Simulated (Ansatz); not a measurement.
# F3H2NSi: the cost of one run

The runs use Ansatz 0.2.0; RHF/def2-SVP.

### Step 1. Reference run: F3H2NSi, relaxed

Contents of input.yaml:

```yaml
crystal:
  periodic: [false, false, false]
  atoms:
    - { symbol: Si, position_ang: [-0.605181, -0.055918, 0.172491] }
    - { symbol: F, position_ang: [0.975191, 0.579586, 1.217394] }
    - { symbol: "N", position_ang: [0.607329, -0.41797, -0.872535] }
    - { symbol: H, position_ang: [1.280632, 0.184561, 0.118163] }
    - { symbol: F, position_ang: [-1.66265, 1.160534, 0.09825] }
    - { symbol: F, position_ang: [-1.285473, -1.139354, 1.148757] }
    - { symbol: H, position_ang: [0.690253, -0.311438, -1.882522] }
basis:
  gaussian: { orbitals: def2-SVP }
hamiltonian:
  xc: hf
output:
  forces: true
relax:
  f_tol: 0.02
  max_steps: 120
  constraints: [{ distance: [1, 3] }, { distance: [0, 1] }, { distance: [2, 3] }]
  escape_saddle: false
```

Command:

```
$ ansatz run input.yaml --threads 1 --pin off --max-ram 2560MiB --backend cpu --events-out ev --progress --plain --runs-dir out
```

What time and memory should one allow on 1 thread of AMD EPYC 9R45 (Zen 5), shared host?

About 7.9 s, with a peak of 0.17 GiB.
